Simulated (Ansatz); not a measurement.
Here is an Ansatz 0.2.0 calculation.

The input input.yaml:

```yaml
crystal:
  lattice:
    - [2.71585, -4.70357, 0.00833]
    - [2.71585, 4.70357, 0.00833]
    - [-1.87915, 0.0, 7.40127]
  atoms:
    - { symbol: Hf, position: [0.78835, 0.21165, 0.0] }
    - { symbol: In, position: [0.62175, 0.37825, 0.5] }
    - { symbol: In, position: [0.45502, 0.54498, 0.0] }
    - { symbol: In, position: [0.28407, 0.71593, 0.5] }
    - { symbol: In, position: [0.95814, 0.04186, 0.5] }
    - { symbol: Si, position: [0.12168, 0.87832, 0.0] }
    - { symbol: O, position: [0.06219, 0.11415, 0.86666] }
    - { symbol: O, position: [0.88585, 0.93781, 0.13334] }
    - { symbol: O, position: [0.7949, 0.53784, 0.86663] }
    - { symbol: O, position: [0.46216, 0.2051, 0.13337] }
    - { symbol: O, position: [0.15352, 0.62879, 0.13333] }
    - { symbol: O, position: [0.37121, 0.84648, 0.86667] }
kpoints:
  mp_grid: { grid: [4, 4, 3] }
scf:
  occupations: { method: fermi_dirac, width: 0.05 }
hamiltonian:
  xc: pbe
  pseudopotentials: { kind: all_electron, lapw: { basis_error: 0.002 } }
  hubbard:
    sites: [{ species: Hf, l: d, u_eff: 3 }]
    double_counting: fll
    projectors: ortho-atomic
output:
  forces: true
  stress: true
  eigenvalues: true
  hubbard: {}
```

Potentials or basis: all-electron LAPW, scalar-relativistic.

Run with:

```console
$ ansatz run input.yaml --threads 8 --pin off --max-ram 24576MiB --backend cpu --events-out ev --progress --plain --runs-dir out
```

Question: Estimate the largest force.

Answer: 0.137 eV/Å.

Question: Estimate the band gap on the k mesh.

Answer: None (metal or under the smearing width).

Question: What does it give for the pressure?

Answer: 0.4 GPa.

Stress tensor (GPa, compression positive):
```
0.39 0.00 0.03
0.00 0.42 0.00
0.03 0.00 0.27
```

Caveat: the k mesh is thin for a metal, which can move the energy by tens of meV per atom; U without spin polarisation on a metal has little footing. The run has no spin-orbit coupling, so splittings on Hf are missing.
